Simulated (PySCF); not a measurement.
**ReS₂: doublet, from a linear start**

Aim: relax ReS₂ as a doublet from a linear start, check by its vibrations whether the end is a minimum, and collect its spectrum and constants.

Program: PySCF 2.14.0. Level of theory: PBE0, basis Re def2-TZVP with ECP60, S def2-TZVP, scalar-relativistic core potentials, no spin–orbit coupling, density fitting. These are calculated values, not measurements.

### Step 1. Where the work starts

3 atoms, charge 0, spin multiplicity 2.

Bond lengths: Re1–S2 2.130 Å, Re1–S3 2.130 Å. Angles: S2–Re1–S3 180.0°.

Z-matrix (Å, degrees; charge 0 multiplicity 2):
```
Re
S  1 2.1300
S  1 2.1300 2 180.00
```

### Step 2. Relaxing the doublet from the linear start

One driver script runs all steps and calls PySCF; scf.py shows how it sets up the SCF of each step. The optimiser is the driver's own. Before each start the driver seeks the lowest SCF state from one or more starting densities and follows internal instabilities, so scf.py alone need not reach the same state.

The program finds D∞h symmetry in the start, which this walk keeps.

Contents of scf.py:

```python
from pyscf import gto, scf, dft
mol = gto.M(atom='''
Re     0.000000     0.000000     0.000000
S      0.000000     0.000000     2.130000
S      0.000000     0.000000    -2.130000''',
    basis={'Re': 'def2-TZVP', 'S': 'def2-TZVP'},
    ecp={'Re': 'def2-TZVP'},
    charge=0, spin=1)
mf = dft.UKS(mol, xc='PBE0')
mf.grids.atom_grid = (50, 194)
aux = {'Re': 'def2-universal-JKFIT', 'S': 'def2-universal-JKFIT'}
mf = mf.density_fit(auxbasis=aux)
mf.kernel()
```

Steps of the walk:

| step | energy (Eh) | change (kJ/mol) | largest symmetric gradient (Eh/bohr) |
| --- | --- | --- | --- |
| 0 | -874.366430 | 0.00 | 0.00160 |
| 1 | -874.366436 | -0.02 | 0.00039 |
| 2 | -874.366437 | -0.02 | 0.00000 |

The walk took 30 s on 2 threads, shared host.

Geometry (Å) and forces (eV/Å) at some steps:

```
step 0
Re   0.000   0.000   0.000   0.000   0.000   0.000
S    0.000   0.000   2.130   0.000   0.000   0.082
S    0.000   0.000  -2.130   0.000   0.000  -0.082
step 1
Re   0.000   0.000   0.000   0.000   0.000  -0.001
S    0.000   0.000   2.133   0.000   0.000  -0.019
S    0.000   0.000  -2.133   0.000   0.000   0.021
step 2
Re   0.000   0.000   0.000   0.000   0.000   0.001
S    0.000   0.000   2.132   0.000   0.000  -0.001
S    0.000   0.000  -2.132   0.000   0.000   0.000
```

It settles in D∞h symmetry, 0.0 kJ/mol below the start, after 2 steps: Re–S 2.132 Å (×2); S–Re–S 180.0°.

### Step 3. Frequencies

The point is checked on the finer grid, and tightened if its gradient asks for it. The Hessian and the dipole derivatives come from central differences of analytic gradients, with steps of 0.01 bohr.

Changes to scf.py since step 2:

```diff
@@ -4,2 +4,2 @@
-S      0.000000     0.000000     2.130000
-S      0.000000     0.000000    -2.130000''',
+S     -0.000000    -0.000000     2.132490
+S      0.000000     0.000000    -2.132490''',
@@ -10 +10 @@
-mf.grids.atom_grid = (50, 194)
+mf.grids.atom_grid = (75, 302)
```

The driver hands on the density of the step before, so the log starts near convergence.

SCF at the final geometry:

```text
init E= -874.36643071112
[... the frontier-level lines of each cycle are left out ...]
cycle= 1 E= -874.366430708878  delta_E= 2.24e-09  |g|= 5.92e-05  |ddm|= 6.64e-05
cycle= 2 E= -874.366430682857  delta_E= 2.6e-08  |g|= 0.000201  |ddm|= 0.000226
cycle= 3 E= -874.366430711331  delta_E= -2.85e-08  |g|= 3.19e-06  |ddm|= 0.000175
cycle= 4 E= -874.366430711337  delta_E= -5.68e-12  |g|= 3.47e-07  |ddm|= 2.46e-06
Extra cycle  E= -874.366430711336  delta_E= 6.82e-13  |g|= 5.26e-07  |ddm|= 9.31e-07
converged SCF energy = -874.366430711336  <S^2> = 1.7857835  2S+1 = 2.8536177
```

The whole step took 99 s.

Geometry: D∞h; Re–S 2.132 Å (×2); S–Re–S 180.0°.

Harmonic modes (main isotopes):

```
symmetry  ω (cm⁻¹)  IR (km/mol)     type
      πu      173i         42.7     bend
     σu+       514          189  stretch
     σg+       528          0.0  stretch
```

With 2 modes imaginary (up to 173i cm⁻¹) this point is a saddle.

Constants and moments:

| Item | Value |
| --- | --- |
| Dipole moment | 0.00 D |
| Highest occupied level | -7.39 eV |
| Lowest empty level | -5.80 eV |
| Rotational constants | 0.05797 cm⁻¹ |
| Zero-point energy (real modes) | 6.2 kJ/mol |
| Principal polarisabilities | 62.5, 62.5, 155.1 bohr³ |
| Atomisation energy without zero-point energy | 663 kJ/mol |
| Principal traceless quadrupole moments about the centre of mass | -7.92, 3.96, 3.96 D Å |
| Spin squared ⟨S²⟩ | 1.786 |

Populations by atom (charges in e):

```json
{"atom": "Re1", "Mulliken": "0.68", "Löwdin": "0.00", "polar tensor": "1.69", "spin (Mulliken)": "1.36", "Mayer order to Re1": "–"}
{"atom": "S2,3", "Mulliken": "-0.34", "Löwdin": "0.00", "polar tensor": "-0.85", "spin (Mulliken)": "-0.18", "Mayer order to Re1": "2.03"}
```

Outer orbital energies (eV). α occupied: -11.15, -10.33, -10.33, -8.86, -8.86, -7.88, -7.85, -7.85; empty: -5.80, -3.64, -3.64, 0.27. β occupied: -18.91, -11.20, -9.88, -9.88, -8.11, -8.11, -8.00, -7.39; empty: -4.44, -4.44, -3.13, -3.13.

Mulliken populations on Re1 (outside its core potential): s 2.74, p 6.49, d 5.05, f 0.05.

### Step 4. Leaving the saddle point

The atoms are moved a little along the softest imaginary mode and relaxed again.

The program finds C2v symmetry in the start, which this walk keeps. Threshold on the gradient: 0.0003 Eh/bohr, with a further test on the energy change.

Changes to scf.py since step 3:

```diff
@@ -3,3 +3,3 @@
-Re     0.000000     0.000000     0.000000
-S     -0.000000    -0.000000     2.132490
-S      0.000000     0.000000    -2.132490''',
+Re     0.000000    -0.041043     0.000000
+S     -0.000000     0.120000     2.132490
+S     -0.000000     0.120000    -2.132490''',
@@ -10 +10 @@
-mf.grids.atom_grid = (75, 302)
+mf.grids.atom_grid = (50, 194)
```

Steps of the walk:

| step | energy (Eh) | change (kJ/mol) | largest symmetric gradient (Eh/bohr) |
| --- | --- | --- | --- |
| 0 | -874.368752 | 0.00 | 0.01379 |
| 1 | -874.372392 | -9.56 | 0.01902 |
| 2 | -874.377974 | -24.21 | 0.01807 |
| 3 | -874.384149 | -40.43 | 0.01767 |
| 4 | -874.393695 | -65.49 | 0.04290 |
| 5 | -874.399645 | -81.11 | 0.02268 |
| 6 | -874.403403 | -90.98 | 0.00312 |
| 7 | -874.403446 | -91.09 | 0.00060 |
| 8 | -874.403446 | -91.09 | 0.00023 |

The walk took 1.9 min.

After 8 steps and 91.1 kJ/mol it ends at C2v: Re–S 2.086 Å (×2); S–Re–S 119.6°.

### Step 5. Vibrations and properties at this point

As before: finer grid, then central differences.

Changes to scf.py since step 4:

```diff
@@ -3,3 +3,3 @@
-Re     0.000000    -0.041043     0.000000
-S     -0.000000     0.120000     2.132490
-S     -0.000000     0.120000    -2.132490''',
+Re     0.000000    -0.269907     0.000000
+S     -0.000000     0.782890     1.800299
+S     -0.000000     0.782890    -1.800299''',
@@ -10 +10 @@
-mf.grids.atom_grid = (50, 194)
+mf.grids.atom_grid = (75, 302)
```

Log of the central SCF (cycles and frontier levels):

```text
init E= -874.403513481304
[... the frontier-level lines of each cycle are left out ...]
cycle= 1 E= -874.403513484261  delta_E= -2.96e-09  |g|= 4e-05  |ddm|= 0.000139
cycle= 2 E= -874.403513481523  delta_E= 2.74e-09  |g|= 0.000135  |ddm|= 0.000203
cycle= 3 E= -874.403513492326  delta_E= -1.08e-08  |g|= 2.57e-05  |ddm|= 0.000102
cycle= 4 E= -874.403513475827  delta_E= 1.65e-08  |g|= 5.11e-06  |ddm|= 0.000798
cycle= 5 E= -874.40351347582  delta_E= 6.37e-12  |g|= 2.36e-06  |ddm|= 3.24e-05
Extra cycle  E= -874.403513475848  delta_E= -2.77e-11  |g|= 3.87e-06  |ddm|= 1.36e-05
converged SCF energy = -874.403513475848  <S^2> = 1.4661127  2S+1 = 2.6200097
```

The whole step took 2.7 min.

Geometry: C2v; Re–S 2.086 Å (×2); S–Re–S 119.4°.

Harmonic modes (main isotopes):

```tsv
symmetry	ω (cm⁻¹)	IR (km/mol)	μ (u)
a1	166	0.1	37.12
b2	549	99.1	38.45
a1	574	11.0	34.48
```

All wavenumbers are real: a minimum.

Properties at this point:

```yaml
Dipole_moment: 2.61 D
Highest_occupied_level: -6.42 eV
Lowest_empty_level: -4.61 eV
Rotational_constants: 0.3192, 0.08134, 0.06482 cm⁻¹
Zero-point_energy: 7.7 kJ/mol
Principal_polarisabilities: 61.0, 63.0, 121.6 bohr³
Atomisation_energy_without_zero-point_energy: 760 kJ/mol
Principal_traceless_quadrupole_moments_about_the_centre_of_mass: -2.84, -0.71, 3.55 D Å
Entropy_at_298.15_K_and_1_bar_electronic_part_spin_only: 302.8 J/(mol K)
Heat_capacity_Cp_at_298.15_K: 50.5 J/(mol K)
Enthalpy_at_298.15_K_above_0_K: 12.49 kJ/mol
Rotational_symmetry_number: 2
Spin_squared_⟨S²⟩: 1.466
```

Populations by atom (charges in e):

| atom | Mulliken | Löwdin | polar tensor | spin (Mulliken) | Mayer order to Re1 |
| --- | --- | --- | --- | --- | --- |
| Re1 | 0.58 | -0.21 | 0.99 | 0.89 | – |
| S2,3 | -0.29 | 0.11 | -0.50 | 0.06 | 2.24 |

Mulliken populations on Re1 (outside its core potential): s 2.64, p 6.36, d 5.38, f 0.04.

### Step 6. All stationary points

| spin | group | bonds | imaginary modes (cm⁻¹) | ΔE (kJ/mol) | with zero-point energy |
| --- | --- | --- | --- | --- | --- |
| broken-symmetry (Ms = 1/2) | C2v | Re–S 2.086 Å (×2) | none | 0.0 | 0.0 |
| broken-symmetry (Ms = 1/2) | D∞h | Re–S 2.132 Å (×2) | 173i, 173i | 97.4 | – |

### Step 7. Summary of results

```
                                          quantity                             value
                                           minimum   broken-symmetry (Ms = 1/2), C2v
                                          geometry  Re–S 2.086 Å (×2); S–Re–S 119.4°
                                wavenumbers (cm⁻¹)      166 (a1), 549 (b2), 574 (a1)
                                     dipole moment                            2.61 D
highest occupied, lowest empty level (either spin)                   -6.42, -4.61 eV
                        polar-tensor charge of Re1                           +0.99 e
                                 zero-point energy                        7.7 kJ/mol
                               entropy at 298.15 K                   302.8 J/(mol K)
         atomisation energy (no zero-point energy)                        760 kJ/mol
                                              ⟨S²⟩                             1.466
```

From D∞h at the start the molecule goes to a C2v minimum, after a stop at a second-order saddle point 97.4 kJ/mol higher, from which it was pushed off along an imaginary mode. The determinant is spin-contaminated (⟨S²⟩ = 1.47 against 0.75), so it is no pure spin state. The strongest infrared band lies at 549 cm⁻¹ (b2, stretch). Other starts or spin states, not run here, may lie lower. One determinant may miss the lowest occupation of an open d or f shell. Spin–orbit coupling, left out here, can matter for elements this heavy.

The search up to here took 7.8 min on 2 threads, shared host.
